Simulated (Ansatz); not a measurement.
# C2H6OSSi: the cost of one run

Method: RKS B3LYP/def2-SVP, in Ansatz 0.2.0.

## (1) The structure to begin with

Bond lengths: S1–C2 1.803 Å, C2–O3 1.448 Å, O3–C4 1.525 Å, C2–Si5 1.878 Å, C4–Si5 1.823 Å, S1–H6 1.396 Å, C2–H7 1.077 Å, C4–H8 1.094 Å, C4–H9 1.124 Å, Si5–H10 1.455 Å, Si5–H11 1.496 Å. Angles (14 of 20 angles, heavy atoms first): S1–C2–O3 112.5°, S1–C2–Si5 114.7°, O3–C2–Si5 91.6°, C2–O3–C4 96.2°, O3–C4–Si5 91.3°, C2–Si5–C4 73.4°, S1–C2–H7 113.8°, O3–C2–H7 110.6°, Si5–C2–H7 111.6°, C2–S1–H6 96.5°, O3–C4–H8 107.4°, O3–C4–H9 109.0°, Si5–C4–H8 115.9°, Si5–C4–H9 121.9°.

Structure file:

```xyz
11

S    -0.2029    2.1916    0.3012
C    -0.4675    0.6274   -0.5559
O    -1.2138   -0.3225    0.2418
C    -0.0001   -1.0578    0.8004
Si    1.0297   -0.5051   -0.5993
H    -1.5485    2.4630    0.5549
H    -0.9123    0.7351   -1.5310
H    -0.2444   -2.1236    0.8219
H     0.1896   -0.7072    1.8510
H     1.1032   -1.4288   -1.7209
H     2.3324    0.0709   -0.1434
```

## (2) End point A

The input, input.yaml:

```yaml
crystal:
  periodic: [false, false, false]
  atoms:
    - { symbol: S, position_ang: [-0.2029, 2.1916, 0.3012] }
    - { symbol: C, position_ang: [-0.4675, 0.6274, -0.5559] }
    - { symbol: O, position_ang: [-1.2138, -0.3225, 0.2418] }
    - { symbol: C, position_ang: [-0.0001, -1.0578, 0.8004] }
    - { symbol: Si, position_ang: [1.0297, -0.5051, -0.5993] }
    - { symbol: H, position_ang: [-1.5485, 2.463, 0.5549] }
    - { symbol: H, position_ang: [-0.9123, 0.7351, -1.531] }
    - { symbol: H, position_ang: [-0.2444, -2.1236, 0.8219] }
    - { symbol: H, position_ang: [0.1896, -0.7072, 1.851] }
    - { symbol: H, position_ang: [1.1032, -1.4288, -1.7209] }
    - { symbol: H, position_ang: [2.3324, 0.0709, -0.1434] }
basis:
  gaussian: { orbitals: def2-SVP }
hamiltonian:
  xc: b3lyp
relax:
  f_tol: 0.02
  max_steps: 50
```

Started as:

```sh
$ ansatz run input.yaml --threads 2 --pin off --max-ram 3072MiB --backend cpu --events-out ev --progress --plain --runs-dir out
```

What time and memory should one allow on 2 threads of Intel Xeon Platinum 8488C (Sapphire Rapids), shared host?

About 27 s, with a peak of 0.26 GiB.
